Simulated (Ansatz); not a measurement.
# Cu (sc type): how the settings move a single-point run

Aim: see which settings change the result for Cu (sc type), by how much, and at what cost.

Computed with Ansatz 0.2.0 (reference: DFT, PBEsol, all-electron LAPW, scalar-relativistic, unless a step's input says otherwise).

## (1) The system as given

Symmetry: Pm-3m, No. 221, cubic system. Conventional cell: a = 2.075 Å, b = 2.075 Å, c = 2.075 Å, α = 90.00°, β = 90.00°, γ = 90.00°. Around Cu (site symmetry m-3m) lie 6 Cu at 2.07 Å.

As a file:

```
Cu
1.0
     2.07497    0.00000    0.00000
     0.00000    2.07497    0.00000
     0.00000    0.00000    2.07497
Cu
1
Cartesian
  0.0000 0.0000 0.0000
```

## (2) The reference run

The input, input.yaml:

```yaml
crystal:
  lattice:
    - [2.0749691551, 0.0, 0.0]
    - [0.0, 2.0749691551, 0.0]
    - [0.0, 0.0, 2.0749691551]
  atoms:
    - { symbol: Cu, position: [0.0, 0.0, 0.0] }
kpoints:
  mp_grid: { grid: [18, 18, 18] }
scf:
  occupations: { method: fermi_dirac, width: 0.08 }
hamiltonian:
  xc: pbesol
  pseudopotentials: { kind: all_electron, lapw: { basis_error: 0.001 } }
output:
  forces: true
  stress: true
  eigenvalues: true
  populations: true
```

Run with:

```bash
ansatz run input.yaml --threads 1 --pin off --max-ram 2048MiB --backend cpu --events-out ev --progress --plain --runs-dir out
```

## (3) Changing settings: mp_grid.grid [14, 14, 14], n_extra_bands 2

Edit input.yaml of step 2 so:

```diff
@@ -8,5 +8,6 @@
 kpoints:
-  mp_grid: { grid: [18, 18, 18] }
+  mp_grid: { grid: [14, 14, 14] }
 scf:
   occupations: { method: fermi_dirac, width: 0.08 }
+  n_extra_bands: 2
 hamiltonian:
```

Q: Predict the outcome of this session. Wanted: for each run, ending; energy change; pressure; gap; force.

The runs gave:

```csv
run,ending,energy change,pressure (GPa),gap (eV),force (eV/Å),cycles,time
reference,converged,0,122.6,0.00,0.00,7,20 s
"1: mp_grid.grid [14, 14, 14], n_extra_bands 2",converged,+0.5 meV/atom,122.7,0.00,0.00,7,9.3 s
```

Residual by cycle in the longest SCF loop of each run; runs are numbered as in the table. The quantity is the density residual dr2, in eV.

```csv
cycle,reference,run 1
1,0.399,0.394
2,0.025,0.0238
3,0.00926,0.00954
4,0.00117,0.0011
5,2.6e-6,5.7e-6
6,1.2e-7,3.2e-8
7,8.0e-10,4.6e-9
```

Changing the k-point mesh and band count leaves the energy as it was (+0.5 meV/atom). Cost: 9.3 s against 20 s. The structure is not at rest: the sound run finds 123 GPa, so these are no properties of the relaxed crystal. 
